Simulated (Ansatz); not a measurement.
# ZrTaC2: the cost of one run

Method: DFT r²SCAN, scalar-relativistic, plane waves, PAW, in Ansatz 0.2.0.

2 further runs of the same task are left out: 2 set aside as unsound or not needed.

### Step 1. The structure to begin with

The structure is trigonal, space group R-3m (No. 166). Conventional cell: a = 3.233 Å, b = 3.233 Å, c = 15.919 Å, α = 90.00°, β = 90.00°, γ = 120.00°. C (site symmetry 3m) has 3 Ta at 2.25 Å and 3 Zr at 2.33 Å as nearest neighbours. Ta (site symmetry -3m) is surrounded by 6 C at 2.25 Å. Zr (site symmetry -3m) has 6 C at 2.33 Å as nearest neighbours.

As a file:

```xyz
4
Lattice="1.6163 0.9332 5.3065 -1.6163 0.9332 5.3065 0.0000 -1.8663 5.3065" Properties=species:S:1:pos:R:3 pbc="T T T"
C     0.0000    0.0000   12.0148
C     0.0000    0.0000    3.9047
Ta    0.0000    0.0000    7.9597
Zr    0.0000    0.0000    0.0000
```

The cell is the database one, not relaxed. An earlier run on this cell at r²SCAN gave -0.48 GPa at 12.005 Å³/atom (12×12×12 mesh), metallic.

### Step 2. Bands on a fine mesh, Fermi surface

input.yaml reads:

```yaml
crystal:
  lattice:
    - [1.6162760127, 0.933157391, 5.3064723295]
    - [-1.6162760127, 0.933157391, 5.3064723295]
    - [0.0, -1.866314782, 5.3064723295]
  atoms:
    - { symbol: C, position: [0.75472323, 0.75472323, 0.75472323] }
    - { symbol: C, position: [0.24527677, 0.24527677, 0.24527677] }
    - { symbol: Ta, position: [0.5, 0.5, 0.5] }
    - { symbol: Zr, position: [0.0, 0.0, 0.0] }
basis:
  ecutwfc: 500
  ecutrho_ratio: 4
kpoints:
  mp_grid: { grid: [12, 12, 12] }
hamiltonian:
  xc: r2scan
scf:
  occupations: { method: gaussian, width: 0.05 }
output:
  forces: true
  stress: true
  eigenvalues: true
  eigenstates:
    nscf_kmesh: { grid: [16, 16, 16] }
    de_dk: true
    e_range: [-2.5, 2.5]
  write_density: true
  write_potential: true
  elf: true
  volumetric_format: npy
```

Run with:

```bash
ansatz run input.yaml --threads 4 --pin off --max-ram 9216MiB --backend cpu --events-out ev --progress --plain --runs-dir out
```

What time and memory should one allow on 4 threads of Arm Neoverse V1, shared host?

About 18 s, with a peak of 0.71 GiB.
